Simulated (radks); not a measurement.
**Sn²⁺ in [Kr] 4d10 5s2: an all-electron calculation**

An exercise on one series of results from a longer session: the logs are not shown, and one member is left open.

Method: scalar-relativistic Kohn-Sham, BLYP, spin-polarised, spherical densities, finite nucleus. Code: radks (a radial shooting solver on a logarithmic mesh, Libxc functionals) version 1.

### The system

| Property | Result |
| --- | --- |
| element | tin (Z = 50) |
| charge | +2 |
| electrons | 48 |
| configuration | [Kr] 4d10 5s2 |
| nuclear rms radius | 4.6519 fm |

The outer shells:

Sn²⁺
```
[Kr] core
4d [↑↓][↑↓][↑↓][↑↓][↑↓]
5s [↑↓]
```

The first run:

The run's settings:

```text
Z 50
configuration [Kr] 4d10 5s2 5p0 6s0 4f0 5d0
relativity scalar-relativistic
functional b88,lyp
spin polarised
nucleus finite rms 4.6519 fm
c 137.035999084
```

Among the steps run: Self-consistent calculation.

One of the session's tables, all rows but one given; the rest of the session is left out.

It belongs to the step «Radial structure». Sizes of the orbitals, from the radial functions (bohr):

```
level      <r>  outermost maximum (interpolated)  90 % within  nodes
   1s  0.02906                            0.0188       0.0522      0
   2s   0.1255                             0.106        0.194      1
   2p        ?                                 ?            ?      ?
   3s   0.3395                             0.308        0.499      2
   3p   0.3378                             0.301        0.507      1
   3d   0.3146                             0.251        0.496      0
   4s   0.8182                             0.745         1.18      3
   4p   0.8853                             0.788         1.30      2
   4d    1.093                             0.886         1.70      1
   5s    2.220                              1.94         3.23      4
   5p    2.683                              2.31         3.94      3
```

**Question.** Estimate the row for 2p.

As computed: <r>: 0.1096; outermost maximum (interpolated): 0.0849; 90 % within: 0.178; nodes: 0. In the column «<r>» it lies between 1s (0.02906) and 2s (0.1255).
